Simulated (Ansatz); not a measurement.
**C2H7FSSi: single point in a Gaussian basis in Python**

Wanted for C2H7FSSi: a single point in a Gaussian basis.

All numbers are computed with Ansatz 0.2.0, driven from Python. Level of theory: Hartree-Fock/cc-pVDZ.

**1. The system**

Bond lengths: C1–S2 1.753 Å, S2–Si3 2.141 Å, Si3–C4 1.901 Å, Si3–F5 1.600 Å, C1–H6 1.129 Å, C1–H7 1.087 Å, C1–H8 1.155 Å, Si3–H9 1.435 Å, C4–H10 1.132 Å, C4–H11 1.018 Å, C4–H12 1.079 Å. Angles (14 of 19 angles, heavy atoms first): C1–S2–Si3 101.8°, S2–Si3–C4 107.8°, S2–Si3–F5 107.6°, C4–Si3–F5 106.8°, S2–C1–H6 112.8°, S2–C1–H7 114.7°, S2–C1–H8 109.5°, S2–Si3–H9 110.5°, C4–Si3–H9 115.5°, F5–Si3–H9 108.3°, Si3–C4–H10 106.4°, Si3–C4–H11 112.7°, Si3–C4–H12 108.2°, H6–C1–H7 109.1°.

The script holds or builds the structure itself.

**2. The script**

c2h7fssi.py

```python
import sys

import ansatz as az
import numpy as np

BASIS = "cc-pVDZ"
XC = "hf"


def main() -> None:
    molecule = (
        az.Crystal.molecule()
        .atom("C", (-0.6874, 2.267, -0.0975))
        .atom("S", (0.2818, 1.0562, -0.9142))
        .atom("Si", (-0.1914, -0.708, 0.2033))
        .atom("C", (1.1138, -2.0272, -0.2105))
        .atom("F", (-0.0204, -0.3577, 1.7555))
        .atom("H", (-1.7956, 2.0639, -0.1726))
        .atom("H", (-0.4251, 2.432, 0.9443))
        .atom("H", (-0.5519, 3.2881, -0.6208))
        .atom("H", (-1.5541, -1.096, -0.0234))
        .atom("H", (0.8422, -2.946, 0.3919))
        .atom("H", (2.0589, -1.7332, 0.0289))
        .atom("H", (1.0062, -2.2944, -1.2508))
    )

    calc = (
        molecule.calculation()
        .basis(gaussian=BASIS)
        .functional(XC)
        .forces()
    )
    try:
        data = calc.run(threads=1).report
    except az.AnsatzError as error:
        sys.exit(f"{type(error).__name__}: {error}")

    for key in ("converged", "free_energy_ev", "reference_energy_ev", "n_frozen", "n_occupied", "n_virtual"):
        print(f"{key:22s} {data[key]}")

    symbols = [site.symbol for site in molecule.cartesian_sites]
    forces = np.array(data["forces_ev_ang"])
    print("largest force", round(float(np.linalg.norm(forces, axis=1).max()), 4), "eV/A, rms", round(float(np.sqrt((forces ** 2).mean())), 4))

    charges = data["charge_distribution"]
    dipole = np.array(charges["dipole_moment_e_ang"]) * 4.803205
    print("dipole (D): {:.3f} {:.3f} {:.3f}, length {:.3f}".format(*dipole, np.linalg.norm(dipole)))
    print("atom  Mulliken   Lowdin")
    for symbol, m, l in zip(symbols, charges["mulliken_charges_e"], charges["lowdin_charges_e"]):
        print(f"{symbol:4s} {m:9.3f} {l:8.3f}")


if __name__ == "__main__":
    main()
```

**3. Launch**

Started as:

```sh
$ python c2h7fssi.py
```

The log of the run:

```text
converged              True
free_energy_ev         -23559.695487502355
reference_energy_ev    -23559.695487502355
n_frozen               0
n_occupied             [29, 29]
n_virtual              [84, 84]
largest force 4.625 eV/A, rms 1.3404
dipole (D): -0.873 -0.597 -0.470, length 1.158
atom  Mulliken   Lowdin
C       -0.184   -0.165
S       -0.271    0.231
Si       0.921    0.040
C       -0.293   -0.076
F       -0.447   -0.015
H        0.071    0.008
H        0.082   -0.005
H        0.083    0.022
H       -0.138   -0.089
H        0.060    0.040
H        0.058   -0.011
H        0.057    0.018
```

Run time: 3.7 s. Hardware: 1 thread of Arm Neoverse V1, shared host; peak memory 0.28 GiB.

**4. What the engine kept of the run**

From the engine's report, whether the script printed it or not:

```tsv
item	value
SCF cycles in all	12
orbitals	113
total energy (eV)	-23559.69549
```

**5. The same input on the command line**

Run from a file, the same calculation prints its log.

input.yaml

```yaml
crystal:
  periodic: [false, false, false]
  atoms:
    - { symbol: C, position_ang: [-0.6874, 2.267, -0.0975] }
    - { symbol: S, position_ang: [0.2818, 1.0562, -0.9142] }
    - { symbol: Si, position_ang: [-0.1914, -0.708, 0.2033] }
    - { symbol: C, position_ang: [1.1138, -2.0272, -0.2105] }
    - { symbol: F, position_ang: [-0.0204, -0.3577, 1.7555] }
    - { symbol: H, position_ang: [-1.7956, 2.0639, -0.1726] }
    - { symbol: H, position_ang: [-0.4251, 2.432, 0.9443] }
    - { symbol: H, position_ang: [-0.5519, 3.2881, -0.6208] }
    - { symbol: H, position_ang: [-1.5541, -1.096, -0.0234] }
    - { symbol: H, position_ang: [0.8422, -2.946, 0.3919] }
    - { symbol: H, position_ang: [2.0589, -1.7332, 0.0289] }
    - { symbol: H, position_ang: [1.0062, -2.2944, -1.2508] }
basis:
  gaussian: { orbitals: cc-pVDZ }
hamiltonian:
  xc: hf
output:
  forces: true
```

Started as:

```sh
$ ansatz run input.yaml --threads 1 --pin off --max-ram 4096MiB --backend cpu --events-out ev --progress --plain --runs-dir out
```

The log of the run, cut to the lines that bear on the results:

```text
Warning: RAYON_NUM_THREADS=1 ignored (pool sized by the plan → 1); use --threads N
[...]
Functional definition: HF
[...]
1067 factors; integrals over basis functions are off by at most 1.1e-3 eV
[...]
mean field -23559.69548750 eV, -865.8028398305 hartree, gradient 2.8e-5 eV, S^2 0.000000; 0 other end points of the search recorded, 0 dependent functions left out
[...]
reference -23559.69548750 eV, -865.8028398305 hartree; 29, 29 occupied and 84, 84 virtual orbitals, 1067 factors
Total energy: -23559.69548750 eV, -865.8028398305 hartree
Atom 0 at    -0.687400     2.267000    -0.097500 Å, force    -2.361238     3.144142    -0.283147 eV/Å
Atom 1 at     0.281800     1.056200    -0.914200 Å, force     1.043039    -0.993245    -0.797563 eV/Å
Atom 2 at    -0.191400    -0.708000     0.203300 Å, force     1.709412    -0.321921    -1.283817 eV/Å
Atom 3 at     1.113800    -2.027200    -0.210500 Å, force    -4.328039    -1.570847     0.436695 eV/Å
Atom 4 at    -0.020400    -0.357700     1.755500 Å, force    -0.117693     0.325081     1.449424 eV/Å
Atom 5 at    -1.795600     2.063900    -0.172600 Å, force     1.212832     0.074390     0.180092 eV/Å
Atom 6 at    -0.425100     2.432000     0.944300 Å, force     0.098102    -0.254249     0.076568 eV/Å
Atom 7 at    -0.551900     3.288100    -0.620800 Å, force    -0.023446    -1.818536     0.729709 eV/Å
Atom 8 at    -1.554100    -1.096000    -0.023400 Å, force    -0.874639    -0.338367    -0.003285 eV/Å
Atom 9 at     0.842200    -2.946000     0.391900 Å, force     0.409352     0.909646    -0.608465 eV/Å
Atom 10 at     2.058900    -1.733200     0.028900 Å, force     2.962538     0.982774     0.612424 eV/Å
Atom 11 at     1.006200    -2.294400    -1.250800 Å, force     0.269781    -0.138869    -0.508636 eV/Å
Dipole moment:    -0.181757    -0.124395    -0.097808 e Å
```

Wall time 3.2 s (1 thread of Arm Neoverse V1, shared host); peak memory 0.2 GiB.

Script and command line differ by 0.000 meV in the energy.

**6. What came out**

```
     quantity           value
 total energy  -23559.6955 eV
largest force      4.625 eV/Å
dipole moment          1.16 D
```

Forces reach 4.62 eV/Å, so the atoms aren't at rest. The geometry is a force-field or estimated start, not a minimum of this method, and the basis set is short of its limit. The Löwdin charges here are taken after orthogonalising the functions within each atom; they differ from plain Löwdin charges, and their signs can be unphysical.
